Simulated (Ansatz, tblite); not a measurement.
# Si13H20 off sphere (Si13H20): spin states and exact exchange

Aim: set other spin states of Si13H20 off sphere (Si13H20) against its singlet, on many levels of theory.

The runs use Ansatz 0.2.0, Gaussian basis; as each input shows.

Plan: triplet, at the geometry of the singlet (GFN1-xTB, GFN2-xTB, PBE0-D4/def2-TZVP, PBE-D4/def2-TZVP); the singlet's energies come from earlier runs.

## (1) The geometry

The geometry is that of the singlet, from an earlier relaxation (PBE-D4/def2-SVP).

33 atoms, charge 0, spin multiplicity 1.

Bond lengths: Si1–Si9 2.356 Å, Si1–Si10 2.356 Å, Si1–H14 1.509 Å, Si1–H15 1.509 Å, Si2–Si8 2.357 Å, Si2–Si11 2.357 Å, Si2–H16 1.510 Å, Si2–H17 1.506 Å, Si3–Si9 2.354 Å, Si3–Si12 2.354 Å, Si3–H18 1.510 Å, Si3–H19 1.507 Å, Si4–Si8 2.353 Å, Si4–Si9 2.353 Å, Si4–Si13 2.352 Å, Si4–H20 1.513 Å, Si5–Si10 2.354 Å, Si5–Si13 2.351 Å and more. Angles: Si9–Si1–Si10 109.8°, Si9–Si1–H14 109.8°, Si9–Si1–H15 109.8°, Si10–Si1–H14 109.6°, Si10–Si1–H15 109.6°, H14–Si1–H15 108.3°, Si8–Si2–Si11 111.3°, Si8–Si2–H16 108.9°, Si8–Si2–H17 109.8°, Si11–Si2–H16 109.0°, Si11–Si2–H17 109.8°, H16–Si2–H17 107.8°, Si9–Si3–Si12 109.1°, Si9–Si3–H18 108.4°, Si9–Si3–H19 111.4°, Si12–Si3–H18 108.4°, Si12–Si3–H19 111.4°, H18–Si3–H19 108.0° and more.

## (2) Triplet at the fixed geometry, GFN1-xTB

Tight binding, by tblite at 300 K electronic temperature and without a spin-polarisation term:

```python
tblite.interface.Calculator('GFN1-xTB', numbers, positions, charge=0, uhf=2).singlepoint()
```

Energy -941.5342 eV; 0.18 s.

## (3) Triplet at the fixed geometry, GFN2-xTB

Tight binding, by tblite at 300 K electronic temperature and without a spin-polarisation term:

```python
tblite.interface.Calculator('GFN2-xTB', numbers, positions, charge=0, uhf=2).singlepoint()
```

Energy -880.2788 eV; 0.3 s.

## (4) Triplet at the fixed geometry, PBE0-D4/def2-TZVP

File in.yaml:

```yaml
crystal:
  periodic: [false, false, false]
  atoms:
    - {symbol: Si, position_ang: [0.657529, -3.383954, 0.520428]}
    - {symbol: Si, position_ang: [-2.248487, 2.249100, -2.156156]}
    - {symbol: Si, position_ang: [0.815054, -0.814747, -2.266517]}
    - {symbol: Si, position_ang: [-2.026165, -0.677729, 0.419628]}
    - {symbol: Si, position_ang: [0.633181, -0.634016, 3.205140]}
    - {symbol: Si, position_ang: [0.676838, 2.026070, 0.420574]}
    - {symbol: Si, position_ang: [3.383878, -0.655977, 0.520817]}
    - {symbol: Si, position_ang: [-3.450772, 0.697999, -0.850914]}
    - {symbol: Si, position_ang: [-0.657796, -2.052942, -0.911175]}
    - {symbol: Si, position_ang: [2.006857, -2.006338, 1.873766]}
    - {symbol: Si, position_ang: [-0.699220, 3.451258, -0.848746]}
    - {symbol: Si, position_ang: [2.052309, 0.658621, -0.910835]}
    - {symbol: Si, position_ang: [-0.694513, 0.693550, 1.790452]}
    - {symbol: H, position_ang: [1.532731, -4.301933, -0.297449]}
    - {symbol: H, position_ang: [-0.234237, -4.232298, 1.393473]}
    - {symbol: H, position_ang: [-3.220271, 3.220674, -2.782144]}
    - {symbol: H, position_ang: [-1.530693, 1.532820, -3.269537]}
    - {symbol: H, position_ang: [1.775152, -1.774079, -2.929246]}
    - {symbol: H, position_ang: [0.074574, -0.074575, -3.349807]}
    - {symbol: H, position_ang: [-2.866443, -1.576861, 1.299038]}
    - {symbol: H, position_ang: [-0.244914, -1.487062, 4.086941]}
    - {symbol: H, position_ang: [1.485279, 0.244315, 4.087625]}
    - {symbol: H, position_ang: [1.575858, 2.865851, 1.300577]}
    - {symbol: H, position_ang: [4.302575, -1.530601, -0.296869]}
    - {symbol: H, position_ang: [4.231480, 0.236209, 1.394161]}
    - {symbol: H, position_ang: [-4.343880, -0.137862, -1.735545]}
    - {symbol: H, position_ang: [-4.327282, 1.474723, 0.102225]}
    - {symbol: H, position_ang: [-1.529306, -2.937766, -1.773271]}
    - {symbol: H, position_ang: [2.872513, -2.871491, 2.762064]}
    - {symbol: H, position_ang: [0.136278, 4.346262, -1.731869]}
    - {symbol: H, position_ang: [-1.477198, 4.325854, 0.105162]}
    - {symbol: H, position_ang: [2.936696, 1.530740, -1.772787]}
    - {symbol: H, position_ang: [-1.597625, 1.596164, 2.600807]}
basis:
  gaussian: {orbitals: def2-TZVP, fitting: {mean_field: def2-universal-jkfit}}
magnetization: {spin_polarized: true, initial_magnetization: 2}
hamiltonian: {xc: pbe0, dispersion: d4}
scf: {omitted_lower_state_checks: [starts]}
output: {orbitals: {seedname: orbitals}}
```

On the command line:

```
> ansatz run in.yaml --threads 2 --pin off --events-out ev --progress --plain --max-ram 32768MiB --backend cuda --devices 0, --max-vram 18GiB
```

Log:

```text
Functional definition: PBE0
  name "PBE0"
  cite "Adamo & Barone, J. Chem. Phys. 110, 6158 (1999) doi:10.1063/1.478522"
  cite "Perdew, Burke & Ernzerhof, Phys. Rev. Lett. 77, 3865 (1996) doi:10.1103/PhysRevLett.77.3865"
  parent pbe
  parameter a = 0.25
  parameter kappa = 0.804
  parameter beta = 0.06672455060314922
  exchange = (1 - a)*pbe_x(kappa = kappa, mu = beta*pi^2/3) + a*exact_x
  correlation = pbe_c(beta = beta)
these checks for a lower state are left out or cut short: starts
2024 factors; integrals over basis functions are off by at most 6.0e-1 eV
mean field evaluation 1: about -102691.3454 eV, gradient 1.5e1 eV
mean field evaluation 2: about -102691.0208 eV, gradient 1.6e1 eV
mean field evaluation 4: about -102693.0476 eV, gradient 2.7e0 eV
mean field evaluation 8: about -102693.1132 eV, gradient 4.1e-1 eV
mean field evaluation 16: about -102693.1496 eV, gradient 1.3e-1 eV
mean field evaluation 32: about -102693.1517 eV, gradient 8.7e-4 eV
mean field -102693.15169134 eV, -3773.9037167384 hartree, gradient 7.8e-6 eV, S^2 2.009417; 0 other end points of the search recorded, 0 dependent functions left out
reference -102693.15175939 eV, -3773.9037192391 hartree; 102, 100 occupied and 499, 501 virtual orbitals, 2024 factors
Total energy: -102694.91058954 eV, -3773.9683550553 hartree
Checks for a lower state left out: starts
```

Run time: 19 s. Hardware: 1 × H100 (card shared with other runs) with 2 threads of AMD EPYC 7R13, shared host; peak host memory 1.2 GiB.

From the report: HOMO -2.61 eV, LUMO -6.19 eV (over both spins; with the spin held, an empty level of the minority spin lies below the top filled one); ⟨S²⟩ 2.009 (pure: 2.00).

## (5) Triplet at the fixed geometry, PBE-D4/def2-TZVP

start.molden holds the orbitals of an earlier run on this state, given as this run's starting guess.

Changes to in.yaml since step 4:

```diff
@@ -37,5 +37,5 @@
 basis:
-  gaussian: {orbitals: def2-TZVP, fitting: {mean_field: def2-universal-jkfit}}
+  gaussian: {orbitals: def2-TZVP, fitting: {mean_field: def2-universal-jkfit}, initial_orbitals: start.molden}
 magnetization: {spin_polarized: true, initial_magnetization: 2}
-hamiltonian: {xc: pbe0, dispersion: d4}
+hamiltonian: {xc: pbe, dispersion: d4}
 scf: {omitted_lower_state_checks: [starts]}
```

Launched as before.

Log:

```text
Functional definition: PBE
  name "PBE"
  cite "Perdew, Burke & Ernzerhof, Phys. Rev. Lett. 77, 3865 (1996) doi:10.1103/PhysRevLett.77.3865"
  parent pbe
  parameter kappa = 0.804
  parameter beta = 0.06672455060314922
  exchange = pbe_x(kappa = kappa, mu = beta*pi^2/3)
  correlation = pbe_c(beta = beta)
these checks for a lower state are left out or cut short: starts
2024 factors; integrals over basis functions are off by at most 6.0e-1 eV
mean field evaluation 1: about -102682.7874 eV, gradient 1.6e1 eV
mean field evaluation 2: about -102683.2033 eV, gradient 6.7e-1 eV
mean field evaluation 4: about -102683.2427 eV, gradient 3.7e-1 eV
mean field evaluation 8: about -102683.2472 eV, gradient 2.0e-3 eV
mean field evaluation 16: about -102683.2472 eV, gradient 2.2e-4 eV
mean field -102683.24724785 eV, -3773.5397351536 hartree, gradient 4.5e-6 eV, S^2 2.003499; 0 other end points of the search recorded, 0 dependent functions left out
reference -102683.24733756 eV, -3773.5397384504 hartree; 102, 100 occupied and 499, 501 virtual orbitals, 2024 factors
Total energy: -102685.19387560 eV, -3773.6112724041 hartree
Checks for a lower state left out: starts
```

It took 13 s on 1 × H100 (card shared with other runs) with 2 threads of AMD EPYC 7R13, shared host; peak host memory 1.2 GiB.

HOMO -2.18 eV, LUMO -6.38 eV (over both spins; with the spin held, an empty level of the minority spin lies below the top filled one); ⟨S²⟩ 2.003 (pure: 2.00).

## (6) Triplet less singlet, vertical

The singlet's energies are those of its earlier runs, whose logs aren't repeated here.

| level | triplet less singlet, vertical (kcal/mol) | time |
| --- | --- | --- |
| GFN1-xTB | +66.9 | 0.29 s |
| GFN2-xTB | +69.4 | 0.43 s |
| PBE-D4/def2-TZVP | +99.3 | 21 s |
| PBE0-D4/def2-TZVP | +112.6 | 31 s |

Times add the two runs; a level without a time comes out of a correlated run. Tight binding without a spin term can't rank spin states.

## (7) What came out

| quantity | value |
| --- | --- |
| triplet less singlet, vertical, functionals in def2-TZVP | +99.3 (PBE-D4) to +112.6 kcal/mol (PBE0-D4) |

What this shows: All functionals put the triplet above the singlet, over a spread of 13.3 kcal/mol. The checks for a lower triplet were left out, so another state of that spin may lie lower. These are electronic energies, without zero-point motion, entropy or surroundings.
